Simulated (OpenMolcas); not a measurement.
# GeH3O2F (SMILES [OH][GeH]([OH])[F]) at 6 levels

We compute a comparison of 6 runs (HF/3-21G, HF/def2-SVP, PBE0/def2-SVP, TPSS/def2-SVP, r2SCAN/def2-SVP, MP2/def2-SVP) of GeH3O2F. 

The calculation is run with OpenMolcas 26.06.

### Step 1. The structure to begin with

The species is GeH3O2F (7 atoms), meant as a singlet with charge 0. SMILES: `[OH][GeH]([OH])[F]`. The Ge2–F4 distance was set to 3.124 Å, away from the relaxed value. At this shape a bond of the SMILES string is far longer than usual.

Bond lengths: O1–Ge2 1.758 Å, Ge2–O3 1.748 Å, O1–H5 0.961 Å, Ge2–H6 1.522 Å, O3–H7 0.961 Å. Angles: O1–Ge2–O3 108.4°, O1–Ge2–H6 116.0°, O3–Ge2–H6 108.9°, Ge2–O1–H5 112.4°, Ge2–O3–H7 112.8°.

### Step 2. A single-point energy at HF/3-21G (run 1)

File calc.inp:

```
&GATEWAY
BasLib=$CurrDir
Coord
7
angstrom
O        0.569370       2.146492      -0.603932
Ge       0.814770       0.979392       0.687768
O        2.440470       0.350192       0.562968
F       -1.260300      -1.284500       0.113200
H       -0.286930       2.047992      -1.028532
H        0.590870       1.491992       2.102868
H        2.726670       0.237492      -0.347732
Basis=3-21G
Group=NoSym
&SEWARD
&SCF
Thresholds=1e-10 1e-07 1e-07 1e-05
PrOrbitals=1 2
```

The basis set 3-21G is read from a file made from the Basis Set Exchange's data (not shown).

Started as:

```console
export MOLCAS_MEM=1860
pymolcas calc.inp > calc.log
```

Output:

```text
--- Start Module: gateway ---
[...]
--- Stop Module: gateway /rc=_RC_ALL_IS_WELL_ ---
--- Start Module: seward ---
[...]
      Basis functions           55
--- Stop Module: seward /rc=_RC_ALL_IS_WELL_ ---
--- Start Module: scf ---
[...]
       Convergence after  17 Iterations
[...]
::    Total SCF energy                              -2314.7665893271
[...]
      Total spin, S                                     0.0000000000
[...]
      Total electronic charge=   60.000000
      Total            charge=   -0.000000
[...]
      Dipole Moment (debye):
      Origin of the operator (angstrom)=    0.6838    0.7171    0.4148
                   X=  2.6496E+00               Y=  4.7948E+00               Z= -1.1882E-01           Total=  5.4795E+00
      Quadrupole Moment (debye*angstrom):
[...]
--- Stop Module: scf /rc=_RC_ALL_IS_WELL_ ---
[...]
```

It took 1.8 s on 1 thread of Intel Xeon 6975P-C (Granite Rapids), shared host; peak memory 0.39 GiB.

### Step 3. The energy at HF/def2-SVP (run 2)

File test.inp:

```
* FGeH3O2 Hartree-Fock
&GATEWAY
BasLib
$CurrDir
Coord
7
angstrom
O        0.569370       2.146492      -0.603932
Ge       0.814770       0.979392       0.687768
O        2.440470       0.350192       0.562968
F       -1.260300      -1.284500       0.113200
H       -0.286930       2.047992      -1.028532
H        0.590870       1.491992       2.102868
H        2.726670       0.237492      -0.347732
Basis
def2-SVP
Group
NoSym
&SEWARD
&SCF
Thresholds
1e-10 1e-07 1e-07 1e-05
PrOrbitals
0
```

The basis set def2-SVP is read from a file made from the Basis Set Exchange's data (not shown).

Started as:

```console
export MOLCAS_MEM=1860
pymolcas test.inp > test.log
```

Output:

```text
--- Start Module: gateway ---
[...]
--- Stop Module: gateway /rc=_RC_ALL_IS_WELL_ ---
--- Start Module: seward ---
[...]
      Basis functions           89
--- Stop Module: seward /rc=_RC_ALL_IS_WELL_ ---
[...]
--- Start Module: scf ---
[...]
       Convergence after  17 Iterations
[...]
::    Total SCF energy                              -2325.6934041673
[...]
      Total spin, S                                     0.0000000000
[...]
      Total electronic charge=   60.000000
      Total            charge=   -0.000000
[...]
      Dipole Moment (debye):
      Origin of the operator (angstrom)=    0.6838    0.7171    0.4148
                   X=  4.2229E+00               Y=  6.2732E+00               Z=  4.9055E-01           Total=  7.5781E+00
      Quadrupole Moment (debye*angstrom):
[...]
--- Stop Module: scf /rc=_RC_ALL_IS_WELL_ ---
[...]
```

Wall time 6 s (1 thread of Intel Xeon 6975P-C (Granite Rapids), shared host); peak memory 0.49 GiB.

Runs 3 to 4 aren't shown in full; the table further down has their settings and results.

### Step 4. The energy at r2SCAN/def2-SVP (run 5)

File mol.inp:

```
>>> EXPORT MOLCAS_PRINT=2

&GATEWAY
 BASLIB = $CurrDir
 BASISSET
 O.def2-SVP....
 O1 0.569370 2.146492 -0.603932 angstrom
 O3 2.440470 0.350192 0.562968 angstrom
 End of Basis
 BASISSET
 Ge.def2-SVP....
 Ge2 0.814770 0.979392 0.687768 angstrom
 End of Basis
 BASISSET
 F.def2-SVP....
 F4 -1.260300 -1.284500 0.113200 angstrom
 End of Basis
 BASISSET
 H.def2-SVP....
 H5 -0.286930 2.047992 -1.028532 angstrom
 H6 0.590870 1.491992 2.102868 angstrom
 H7 2.726670 0.237492 -0.347732 angstrom
 End of Basis

&SEWARD
 GRIDINPUT
 Grid=UltraFine
 End of Grid

&SCF
 KSDFT = 2
 1.0 MGGA_X_R2SCAN
 1.0 MGGA_C_R2SCAN
 THRESHOLDS = 1e-10 1e-07 1e-07 1e-05
 PRORBITALS = 1 2
```

The basis set def2-SVP is read from a file made from the Basis Set Exchange's data (not shown).

Started as:

```console
export MOLCAS_MEM=1860
pymolcas mol.inp > mol.log
```

Output:

```text
--- Start Module: gateway ---
[...]
--- Stop Module: gateway /rc=_RC_ALL_IS_WELL_ ---
--- Start Module: seward ---
[...]
      Basis functions           89
--- Stop Module: seward /rc=_RC_ALL_IS_WELL_ ---
[...]
--- Start Module: scf ---
[...]
       Convergence after  23 Iterations
[...]
::    Total KS-DFT energy                           -2328.4368278731
[...]
      Total spin, S                                     0.0000000000
[...]
      Total electronic charge=   60.000000
      Total            charge=   -0.000000
[...]
      Dipole Moment (debye):
      Origin of the operator (angstrom)=    0.6838    0.7171    0.4148
                   X=  2.9072E+00               Y=  4.4328E+00               Z= -1.7412E-01           Total=  5.3039E+00
      Quadrupole Moment (debye*angstrom):
[...]
--- Stop Module: scf /rc=_RC_ALL_IS_WELL_ ---
[...]
```

It took 28 s on 1 thread of Intel Xeon 6975P-C (Granite Rapids), shared host; peak memory 0.49 GiB.

### Step 5. A single-point energy at MP2/def2-SVP (run 6)

File job.input:

```
&gateway
  baslib=$CurrDir
  coord
  7
  angstrom
  O        0.569370       2.146492      -0.603932
  Ge       0.814770       0.979392       0.687768
  O        2.440470       0.350192       0.562968
  F       -1.260300      -1.284500       0.113200
  H       -0.286930       2.047992      -1.028532
  H        0.590870       1.491992       2.102868
  H        2.726670       0.237492      -0.347732
  basis=def2-SVP
  group=NoSym

&seward

&scf
  thresholds=1e-10 1e-07 1e-07 1e-05
  prorbitals=0

&mbpt2
  frozen=12
```

The basis set def2-SVP is read from a file made from the Basis Set Exchange's data (not shown).

Started as:

```console
export MOLCAS_MEM=1860
pymolcas job.input > job.log
```

Output:

```text
--- Start Module: gateway ---
[...]
--- Stop Module: gateway /rc=_RC_ALL_IS_WELL_ ---
[...]
      Basis functions           89
[...]
--- Start Module: scf ---
[...]
       Convergence after  17 Iterations
[...]
::    Total SCF energy                              -2325.6934041673
[...]
      Total spin, S                                     0.0000000000
[...]
      Total electronic charge=   60.000000
      Total            charge=   -0.000000
[...]
      Dipole Moment (debye):
      Origin of the operator (angstrom)=    0.6838    0.7171    0.4148
                   X=  4.2229E+00               Y=  6.2732E+00               Z=  4.9055E-01           Total=  7.5781E+00
      Quadrupole Moment (debye*angstrom):
[...]
--- Stop Module: scf /rc=_RC_ALL_IS_WELL_ ---
[...]
--- Start Module: mbpt2 ---
[...]
WARNING!
Default frozen orbitals as non valence orbitals is overwritten by user input.
Default values:  17
[...]
       Reference weight ( Cref**2 )         =        0.81848
::    Total MBPT2 energy                            -2326.5050865522
[...]
      Total MBPT2 calculations                           0.28      0.34
--- Stop Module: mbpt2 /rc=_RC_ALL_IS_WELL_ ---
[...]
```

Wall time 6.9 s (1 thread of Intel Xeon 6975P-C (Granite Rapids), shared host); peak memory 0.49 GiB.

### Step 6. All runs side by side

| run | level | integration grid | frozen core orbitals | energy (Eh) | dipole moment (D) of the reference | HOMO energy (eV) | LUMO energy (eV) | wall time |
| --- | --- | --- | --- | --- | --- | --- | --- | --- |
| 1 | HF/3-21G | – | – | -2314.766589 | 5.48 | -9.20 | -0.83 | 1.8 s |
| 2 | HF/def2-SVP | – | – | -2325.693404 | 7.58 | -10.11 | -1.10 | 6 s |
| 3 | PBE0/def2-SVP | UltraFine | – | -2328.032001 | 5.57 | -7.04 | -3.98 | 17 s |
| 4 | TPSS/def2-SVP | UltraFine | – | -2328.561162 | 5.07 | -5.25 | -4.50 | 27 s |
| 5 | r2SCAN/def2-SVP | UltraFine | – | -2328.436828 | 5.30 | -5.55 | -4.62 | 28 s |
| 6 | MP2/def2-SVP | – | 12 | -2326.505087 | 7.58 | -10.11 | -1.10 | 6.9 s |

### Step 7. Summary of results

| quantity | value |
| --- | --- |
| run 6: total energy | -2326.50509 Eh |
| run 6: dipole moment (mean-field density) | 7.58 D |
| run 6: HOMO energy (Hartree–Fock orbitals) | -10.11 eV |
| run 6: LUMO energy (Hartree–Fock orbitals) | -1.10 eV |
| run 6: HOMO–LUMO gap (Hartree–Fock orbitals) | 9.02 eV |
| run 6: correlation energy (12 core orbitals frozen) | -811.7 mEh |

Over runs 1, 2, 3, 4, 5 the dipole moment (its size) runs from 5.07 D (TPSS/def2-SVP) to 7.58 D (HF/def2-SVP). Over runs 1, 2, 3, 4, 5 the HOMO–LUMO gap runs from 0.74 eV (TPSS/def2-SVP) to 9.02 eV (HF/def2-SVP). Exact exchange widens orbital gaps. Totals of different functionals can't be ranked against each other. In runs 1, 2, 3, 4, 5, 6 a closed-shell determinant meets a far-stretched bond, which it describes badly. All runs together took 87 s, the longest 28 s.
